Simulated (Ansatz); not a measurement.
What does this script print? It uses Ansatz 0.2.0 through its Python package.

Contents of `ote.xyz`:
```text
2

Te    0.00000    0.00000    0.00000
O     0.00000    0.00000    1.92000
```

`run_freq.py`:
```python
"""Vibrations of OTe."""

import warnings

import ansatz as az
import numpy as np


def main() -> None:
    warnings.simplefilter("ignore", az.DeckWarning)

    mol = az.Crystal.molecule_from_extxyz("ote.xyz")

    calculation = mol.calculation()
    calculation = calculation.basis(gaussian="def2-SVP")
    calculation = calculation.functional("PBE0")
    calculation = calculation.spin("collinear", total=2)
    symbols = [site.symbol for site in mol.cartesian_sites]
    start = np.array([site.position_ang for site in mol.cartesian_sites], dtype=float)
    rep = calculation.relax(force_tolerance=0.003).run(threads=1).report
    end = np.array(rep["positions_ang"])

    print("final positions (A) and the move of each atom")
    for symbol, xyz, old in zip(symbols, end, start):
        print(f"{symbol:2s} {xyz[0]:10.5f} {xyz[1]:10.5f} {xyz[2]:10.5f}   {np.linalg.norm(xyz - old):7.4f}")

    # same settings at the minimum
    minimum = az.Crystal.molecule()
    for symbol, xyz in zip(symbols, end):
        minimum = minimum.atom(symbol, xyz.tolist())
    vibrating = (
        minimum.calculation()
        .basis(gaussian="def2-SVP")
        .functional("PBE0")
        .spin("collinear", total=2)
        .phonons(temperatures=(200, 600, 100))
    )
    vib = vibrating.run(threads=1).report["vibrations"]
    sums = vib["harmonic_sums"]
    modes = [m["omega_inv_cm"] for m in sums["modes_at_gamma"] if m["rigid_motion"] == "no"]
    print("frequencies (1/cm):", " ".join(f"{w:.0f}" for w in modes))
    print("imaginary modes:", sum(w < 0 for w in modes), " zero-point energy:", round(sums["zero_point_energy_ev"], 4), "eV")
    print("T (K)   F_vib (eV)   S_vib (meV/K)   C_vib (meV/K)")
    for row in zip(sums["temperatures_k"], sums["vibrational_free_energy_ev"], vib["entropy_ev_per_k"], vib["heat_capacity_ev_per_k"]):
        print(f"{row[0]:6.1f} {row[1]:11.4f} {1000 * row[2]:13.4f} {1000 * row[3]:15.4f}")


if __name__ == "__main__":
    main()
```

```console
$ python run_freq.py
final positions (A) and the move of each atom
Te    0.00000    0.00000    0.03474    0.0347
O    -0.00000   -0.00000    1.88526    0.0347
frequencies (1/cm): 813
imaginary modes: 0  zero-point energy: 0.0504 eV
T (K)   F_vib (eV)   S_vib (meV/K)   C_vib (meV/K)
 200.0      0.0504        0.0017          0.0085
 300.0      0.0499        0.0087          0.0276
 400.0      0.0485        0.0190          0.0442
 500.0      0.0460        0.0302          0.0557
 600.0      0.0425        0.0411          0.0634
```

What to keep in mind:
- These settings explore the input space; basis and method may be short of convergence.
- The frequencies are harmonic and unscaled, in a modest basis. The result belongs to the one conformer reached from this start, and soft torsions count as harmonic oscillators.
- def2 sets replace the cores of elements past krypton by effective core potentials.
- The species is open-shell (spin multiplicity 3).
- The spin state was assumed, and another may lie lower.
- Wall time of the script: 13 s on 1 thread of AMD EPYC 9R14 (Zen 4), on a shared host, peak memory 0.19 GiB.

(A comment or docstring line of the script was reworded after the run, the code is as it ran; lines on the test bed's own set-up are left out of the output.)
